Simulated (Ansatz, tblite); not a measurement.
**Cis-Sn(PH3)2Cl4 (Cl4H6P2Sn): rung by rung**

One table from this session's results is given with a row withheld; the runs are named, their logs left out.

Method: as each input shows; program: Ansatz 0.2.0, Gaussian basis.

The runs, in order: GFN1-xTB, GFN2-xTB, PBE-D4/def2-TZVP, r2SCAN-D4/def2-TZVP, r2SCAN0-D4/def2-TZVP, revPBE-D4/def2-TZVP, ωB97M-V/def2-TZVP, PBE-D4/def2-SVP, PBE0-D4/def2-SVP, MP2/def2-TZVP, RPA/def2-TZVP.

3 further runs of the same task are left out: 3 set aside as unsound or not needed.

### The relaxed structure

The geometry is that of the singlet, from an earlier relaxation (r2SCAN-D4/def2-SVP).

13 atoms, charge 0, spin multiplicity 1.

Bond lengths: Cl1–Sn7 2.374 Å, Cl2–Sn7 2.374 Å, Cl3–Sn7 2.414 Å, Cl4–Sn7 2.414 Å, P5–Sn7 2.816 Å, P5–H8 1.423 Å, P5–H9 1.417 Å, P5–H10 1.418 Å, P6–Sn7 2.816 Å, P6–H11 1.418 Å, P6–H12 1.423 Å, P6–H13 1.417 Å. Angles: Sn7–P5–H8 124.1°, Sn7–P5–H9 114.4°, Sn7–P5–H10 116.3°, H8–P5–H9 98.9°, H8–P5–H10 98.9°, H9–P5–H10 100.2°, Sn7–P6–H11 116.4°, Sn7–P6–H12 124.1°, Sn7–P6–H13 114.4°, H11–P6–H12 98.9°, H11–P6–H13 100.2°, H12–P6–H13 98.9°, Cl1–Sn7–Cl2 103.7°, Cl1–Sn7–Cl3 98.8°, Cl1–Sn7–Cl4 98.7°, Cl1–Sn7–P5 174.2°, Cl1–Sn7–P6 82.0°, Cl2–Sn7–Cl3 98.7° and more.

Sn takes a core potential in the def2 sets. No spin-orbit coupling is included.

PBE0-D4/def2-TZVP was run before; its log isn't repeated, and its numbers join the tables.

The first run:

Tight binding, by tblite at 300 K electronic temperature and without a spin-polarisation term:

```python
tblite.interface.Calculator('GFN1-xTB', numbers, positions, charge=0, uhf=0).singlepoint()
```

Tight binding, by tblite at 300 K electronic temperature and without a spin-polarisation term:

```python
tblite.interface.Calculator('GFN2-xTB', numbers, positions, charge=0, uhf=0).singlepoint()
```

start.molden holds the orbitals of an earlier run on this state, given as this run's starting guess.

The input, in.yaml:

```yaml
crystal:
  periodic: [false, false, false]
  atoms:
    - {symbol: Cl, position_ang: [-0.647252, -0.441020, -3.212330]}
    - {symbol: Cl, position_ang: [-3.219819, 0.396098, -0.637711]}
    - {symbol: Cl, position_ang: [-0.119289, 2.275024, -0.854120]}
    - {symbol: Cl, position_ang: [-0.829129, -2.287503, -0.090194]}
    - {symbol: P, position_ang: [-0.913026, 0.432158, 1.890160]}
    - {symbol: P, position_ang: [1.891242, -0.420933, -0.916226]}
    - {symbol: Sn, position_ang: [-0.894586, -0.011038, -0.890650]}
    - {symbol: H, position_ang: [0.234760, 0.322531, 2.723542]}
    - {symbol: H, position_ang: [-1.789881, -0.415118, 2.612536]}
    - {symbol: H, position_ang: [-1.377758, 1.700184, 2.322232]}
    - {symbol: H, position_ang: [2.338071, -1.689359, -1.365816]}
    - {symbol: H, position_ang: [2.728067, -0.284856, 0.226202]}
    - {symbol: H, position_ang: [2.598589, 0.423820, -1.807614]}
basis:
  gaussian: {orbitals: def2-TZVP, initial_orbitals: start.molden}
hamiltonian: {xc: pbe, dispersion: d4}
scf: {omitted_lower_state_checks: [starts]}
output: {forces: true, orbitals: {seedname: orbitals}}
```

On the command line:

```console
$ ansatz run in.yaml --threads 4 --pin off --events-out ev --progress --plain --max-ram 4787MiB
```

Steps of the session up to this table: PBE-D4/def2-TZVP; r2SCAN-D4/def2-TZVP; r2SCAN0-D4/def2-TZVP; revPBE-D4/def2-TZVP; ωB97M-V/def2-TZVP; PBE-D4/def2-SVP; PBE0-D4/def2-SVP; MP2/def2-TZVP; RPA/def2-TZVP.

One of the session's tables, all rows but one given; the rest of the session is left out.

It belongs to the step «Binding energy». 

```
               level  binding an atom (eV)
        HF/def2-TZVP                 1.838
     PBE-D4/def2-SVP                 2.701
    PBE-D4/def2-TZVP                 2.713
 revPBE-D4/def2-TZVP                 2.654
 r2SCAN-D4/def2-TZVP                 2.696
    PBE0-D4/def2-SVP                 2.653
   PBE0-D4/def2-TZVP                 2.672
r2SCAN0-D4/def2-TZVP                 2.649
   ωB97M-V/def2-TZVP                     ?
       MP2/def2-TZVP                 2.548
```

Q: Estimate the row for ωB97M-V/def2-TZVP from the others.

**Answer.** binding an atom (eV): 2.709. In the column «binding an atom (eV)» it lies between PBE-D4/def2-SVP (2.701) and PBE-D4/def2-TZVP (2.713).

To keep in mind: Free atoms were run apart at each level; binding is atoms less cluster, divided by the number of atoms, without zero-point or spin-orbit terms.
